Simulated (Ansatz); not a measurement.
**AlSn: a single-point run**

Aim: a sound single-point run of AlSn. The structure is shown as the input types it.

Computed with Ansatz 0.2.0 (DFT, PBEsol, PAW with Ansatz's default frozen-core files, scalar-relativistic, unless a step's input says otherwise).

### Step 1. The system as given

The structure is hexagonal, space group P-6m2 (No. 187). The conventional cell has a = 4.212 Å, b = 4.212 Å, c = 3.172 Å, α = 90.00°, β = 90.00°, γ = 120.00°. Al (site symmetry -6m2) has 6 Sn at 2.90 Å and 2 Al at 3.17 Å as nearest neighbours. Sn (site symmetry -6m2) is surrounded by 6 Al at 2.90 Å and 2 Sn at 3.17 Å.

Structure file:

```xyz
2
Lattice="4.2122 0.0000 0.0000 -2.1061 3.6479 0.0000 0.0000 0.0000 3.1720" Properties=species:S:1:pos:R:3 pbc="T T T"
Al    0.0000    0.0000    0.0000
Sn    0.0000    2.4319    1.5860
```

### Step 2. The run

File input.yaml:

```yaml
crystal:
  lattice:
    - [4.2122485707, 0.0, 0.0]
    - [-2.1061242853, 3.6479142693, 0.0]
    - [0.0, 0.0, 3.1719548515]
  atoms:
    - { symbol: Al, position: [0.0, 0.0, 0.0] }
    - { symbol: Sn, position: [0.3333333333, 0.6666666667, 0.5] }
kpoints:
  mp_grid: { grid: [11, 11, 12] }
scf:
  occupations: { method: fermi_dirac, width: 0.05 }
  max_iter: 80
hamiltonian:
  xc: pbesol
  pseudopotentials: { kind: paw }
output:
  forces: true
  stress: true
  eigenvalues: true
  populations: true
basis:
  ecutwfc: "80 eV"
```

Launch:

```
$ ansatz run input.yaml --threads 1 --pin off --max-ram 2048MiB --backend cpu --events-out ev --progress --plain --runs-dir out
```

**Question.** How will this run end, and is anything wrong with its input?

This run ends as converged, with warnings (cutoff below recommended). It gives a pressure of -87 GPa, which is large.

The suspect setting: basis.ecutwfc is 80 eV. With so few plane waves the basis is incomplete by a wide margin. The potentials' recommended cutoff is 420 eV.

The test: delete basis.ecutwfc (the default then holds).
